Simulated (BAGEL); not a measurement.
# UHF/3-21G (density fitting with qzvpp-jkfit) run of SiH2SeCl (SMILES Cl[SiH][SeH])

What is the electronic atomisation energy of SiH2SeCl at UHF/3-21G (density fitting with qzvpp-jkfit)? 

The results are computed with BAGEL 1.2.2.

27 further runs of the same task are left out: 4 that didn't finish, 23 set aside as unsound or not needed.

**1. The structure to begin with**

SiH2SeCl has 5 atoms, charge 0, and is taken as a doublet. As SMILES, `Cl[SiH][SeH]`. The coordinates come from a PBE0-D4/def2-TZVP relaxation. This is one conformer, not always the lowest.

Bond lengths: Cl1–Si2 2.061 Å, Si2–Se3 2.266 Å, Si2–H4 1.489 Å, Se3–H5 1.469 Å. Angles: Cl1–Si2–Se3 113.7°, Cl1–Si2–H4 107.9°, Se3–Si2–H4 104.8°, Si2–Se3–H5 93.1°.

**2. The energy at UHF/3-21G (density fitting with qzvpp-jkfit)**

Input file input.json:

```json
{ "bagel" : [

{
  "title" : "molecule",
  "basis" : "3-21g",
  "df_basis" : "qzvpp-jkfit",
  "angstrom" : true,
  "geometry" : [
    { "atom" : "Cl", "xyz" : [   -2.098500,   -0.286100,    0.143900 ] },
    { "atom" : "Si", "xyz" : [   -0.121800,   -0.761200,   -0.193900 ] },
    { "atom" : "Se", "xyz" : [    1.300800,    0.972900,    0.128200 ] },
    { "atom" : "H", "xyz" : [    0.283800,   -1.778100,    0.815900 ] },
    { "atom" : "H", "xyz" : [    0.685700,    1.778800,   -0.935500 ] }
  ]
},
{
  "title" : "uhf",
  "nopen" : 1
},
{
  "title" : "print",
  "file" : "orbitals.molden",
  "orbitals" : true
}

]}
```

The run is started by

```sh
BAGEL_NUM_THREADS=1 BAGEL input.json > input.out
```

What it wrote:

```text
* using 1 threads per process

  ===============================================================
  ===============================================================

  *** Geometry ***

  { "atom" : "Cl", "xyz" : [     -3.965590,     -0.540651,      0.271932 ] },
  { "atom" : "Si", "xyz" : [     -0.230169,     -1.438460,     -0.366418 ] },
  { "atom" : "Se", "xyz" : [      2.458156,      1.838515,      0.242263 ] },
  { "atom" : "H", "xyz" : [      0.536304,     -3.360122,      1.541828 ] },
  { "atom" : "H", "xyz" : [      1.295785,      3.361445,     -1.767839 ] },

  Number of auxiliary basis functions:      558

  Since a DF basis is specified, we compute 2- and 3-index integrals:
    o Being stored without compression. Storage requirement is 0.012 GB

  Number of basis functions:       52
  Number of electrons      :       67

    * METHOD: MOLECULE                             0.25

  *** Open-shell HF ***

  === Nuclear Repulsion ===
   288.2418347740

      * DIIS with orbital gradients will be used.

  === UHF iteration (3-21g) ===
      0      -3134.28502007          0.01626667           0.12
      1      -3134.33297189          0.00582981           0.12
      2      -3134.33892369          0.00218912           0.12
      3      -3134.34001706          0.00076610           0.12
      4      -3134.34041076          0.00019537           0.12
      5      -3134.34046663          0.00007399           0.12
      6      -3134.34048115          0.00002733           0.12
      7      -3134.34048544          0.00001186           0.12
      8      -3134.34048657          0.00000477           0.12
      9      -3134.34048671          0.00000204           0.12
     10      -3134.34048673          0.00000079           0.12
     11      -3134.34048673          0.00000032           0.13
     12      -3134.34048673          0.00000013           0.12
     13      -3134.34048673          0.00000006           0.12
     14      -3134.34048673          0.00000004           0.12
     15      -3134.34048673          0.00000002           0.12
     16      -3134.34048673          0.00000001           0.12
    * SCF iteration converged.

    * S^2 (UHF) is 0.7545

    * Permanent dipole moment:
           (   -0.636000,     0.289475,     0.497791) a.u.

    * METHOD: UHF                                  2.25

    * METHOD: PRINT                                0.01

  ===============================================================
```

It took 2.6 s on 1 thread of Arm Neoverse V1, shared host; peak memory 0.099 GiB.

**3. The Cl atom**

Input file hf.json:

```json
{ "bagel": [

{
  "title": "molecule",
  "basis": "3-21g",
  "df_basis": "qzvpp-jkfit",
  "angstrom": "true",
  "geometry": [
    { "atom": "Cl", "xyz": [    0.000000,    0.000000,    0.000000 ] }
  ]
},
{
  "title": "uhf",
  "nopen": 1
},
{
  "title": "print",
  "file": "orbitals.molden",
  "orbitals": "true"
}

]}
```

Run the same way, it converges to -457.27650 Eh (log not shown).

**4. The H atom, same level**

Input file job.json:

```json
{ "bagel": [

{
  "title": "molecule",
  "basis": "3-21g",
  "df_basis": "qzvpp-jkfit",
  "angstrom": true,
  "geometry": [
    { "atom": "H", "xyz": [    0.000000,    0.000000,    0.000000 ] }
  ]
},
{
  "title": "uhf",
  "nopen": 1
},
{
  "title": "print",
  "file": "orbitals.molden",
  "orbitals": true
}

]}
```

Run the same way, it converges to -0.49620 Eh (log not shown).

**5. The Se atom**

Input file input.json:

```json
{ "bagel": [

{
  "title": "molecule",
  "basis": "3-21g",
  "df_basis": "qzvpp-jkfit",
  "angstrom": true,
  "geometry": [
    { "atom": "Se", "xyz": [    0.000000,    0.000000,    0.000000 ] }
  ]
},
{ "title": "uhf", "nopen": 2 },
{ "title": "print", "file": "orbitals.molden", "orbitals": true }

]}
```

The run is started by

```sh
BAGEL_NUM_THREADS=1 BAGEL input.json > input.out
```

What it wrote:

```text
* using 1 threads per process

  ===============================================================
  ===============================================================

  *** Geometry ***

  { "atom" : "Se", "xyz" : [      0.000000,      0.000000,      0.000000 ] },

  Number of auxiliary basis functions:      266

  Since a DF basis is specified, we compute 2- and 3-index integrals:
    o Being stored without compression. Storage requirement is 0.001 GB

  Number of basis functions:       22
  Number of electrons      :       34

    * METHOD: MOLECULE                             0.04

  *** Open-shell HF ***

  === Nuclear Repulsion ===
     0.0000000000

      * DIIS with orbital gradients will be used.

  === UHF iteration (3-21g) ===
      0      -2388.46613787          0.00609000           0.01
      1      -2388.47075196          0.00131946           0.01
      2      -2388.47098681          0.00035890           0.01
      3      -2388.47101870          0.00005949           0.01
      4      -2388.47102086          0.00001351           0.01
      5      -2388.47102105          0.00000082           0.01
      6      -2388.47102106          0.00000012           0.01
      7      -2388.47102106          0.00000005           0.01
      8      -2388.47102106          0.00000000           0.01
    * SCF iteration converged.

    * S^2 (UHF) is 2.0003

    * Permanent dipole moment:
           (    0.000000,    -0.000000,     0.000000) a.u.

    * METHOD: UHF                                  0.12

    * METHOD: PRINT                                0.00

  ===============================================================
```

It took 0.28 s on 1 thread of Arm Neoverse V1, shared host.

**6. The Si atom**

Input file input.json:

```json
{ "bagel" : [

{
  "title" : "molecule",
  "basis" : "3-21g",
  "df_basis" : "qzvpp-jkfit",
  "angstrom" : true,
  "geometry" : [
    { "atom" : "Si", "xyz" : [       0.000000,       0.000000,       0.000000 ] }
  ]
},

{ "title" : "uhf", "charge" : 0, "nopen" : 2 },

{ "title" : "print", "file" : "orbitals.molden", "orbitals" : true }

]}
```

Run the same way, it converges to -287.34439 Eh (log not shown).

**7. Summary of results**

At UHF/3-21G (density fitting with qzvpp-jkfit):

| quantity | value |
| --- | --- |
| molecule: total energy | -3134.34049 Eh |
| molecule: dipole moment | 2.18 D |
| molecule: ⟨S²⟩ | 0.754 |
| Cl atom: total energy | -457.27650 Eh |
| Cl atom: dipole moment | 0.00 D |
| Cl atom: ⟨S²⟩ | 0.750 |
| H atom: total energy | -0.49620 Eh |
| H atom: dipole moment | 0.00 D |
| H atom: ⟨S²⟩ | 0.750 |
| Se atom: total energy | -2388.47102 Eh |
| Se atom: dipole moment | 0.00 D |
| Se atom: ⟨S²⟩ | 2.000 |
| Si atom: total energy | -287.34439 Eh |
| Si atom: dipole moment | 0.00 D |
| Si atom: ⟨S²⟩ | 2.000 |
| electronic atomisation energy | 6.971 eV |

What this shows: Taking the molecule apart into free atoms costs 6.97 eV (161 kcal/mol), before zero-point energy and without spin-orbit coupling. Hartree–Fock lacks the correlation of the bonding pairs, which as a rule makes this value much too low; in minimal bases other errors can mask that. The basis has no polarisation functions, which makes bonds too weak.
